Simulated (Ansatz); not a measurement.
Set up this calculation in Ansatz 0.2.0, as the native input.

```yaml
Task: single point
Functional: PBE0
Potentials_or_basis: Ansatz PAW
Cutoff: "420 eV (not typed: the program's choice for these potentials)"
k_mesh: 4 × 4 × 4
Occupations: fermi-dirac, width 0.05 eV
Spin: no spin polarisation
```

Ge2Sb2Te5:

```
Te Sb Ge
1.0
     6.83914   -3.06601    0.00000
     6.83914    3.06601    0.00000
    -6.83098    0.00000    6.84761
Te Sb Ge
5 2 2
Direct
  0.59470 0.59470 0.38643
  0.79529 0.79529 0.19611
  0.00832 0.00832 0.00643
  0.20652 0.20652 0.80980
  0.39996 0.39996 0.59712
  0.90171 0.90171 0.58787
  0.11187 0.11187 0.41735
  0.28429 0.28429 0.18783
  0.49734 0.49734 0.01104
```

The cell comes from a database or a generator and needn't be the stable form of this composition.

One way to write it, as run:

input

```
crystal:
  lattice:
    - [6.839136, -3.066006, 0.0]
    - [6.839136, 3.066006, 0.0]
    - [-6.830977, 0.0, 6.847609]
  atoms:
    - { symbol: Te, position: [0.594702, 0.594702, 0.386433] }
    - { symbol: Te, position: [0.795288, 0.795288, 0.196112] }
    - { symbol: Te, position: [0.008324, 0.008324, 0.006435] }
    - { symbol: Te, position: [0.206519, 0.206519, 0.809803] }
    - { symbol: Te, position: [0.399959, 0.399959, 0.597118] }
    - { symbol: Sb, position: [0.901708, 0.901708, 0.587873] }
    - { symbol: Sb, position: [0.11187, 0.11187, 0.417352] }
    - { symbol: Ge, position: [0.284287, 0.284287, 0.18783] }
    - { symbol: Ge, position: [0.497343, 0.497343, 0.011044] }
hamiltonian:
  xc: pbe0
  pseudopotentials: { kind: paw }
kpoints:
  mp_grid: { grid: [4, 4, 4] }
scf:
  occupations: { method: fermi_dirac, width: 0.05 }
output:
  forces: true
  stress: true
  eigenvalues: true
```

It gave:

```
Pressure               : -1.6 GPa
Largest force          : 0.317 eV/Å
Band gap on the k mesh : 0.65 eV, direct
```

Caveat: spin-orbit coupling is left out, which moves the levels of the heavy elements; the PAW data sets come from PBE, with cores solved anew for the run's functional, which leaves a small shift of forces and pressure; the thresholds are loose for stress.

Run time: 2.4 min on 1 × NVIDIA H100 80GB HBM3 with 2 threads of AMD EPYC 7R13 Processor (Zen 3), on a shared host, peak memory 6.7 GiB.
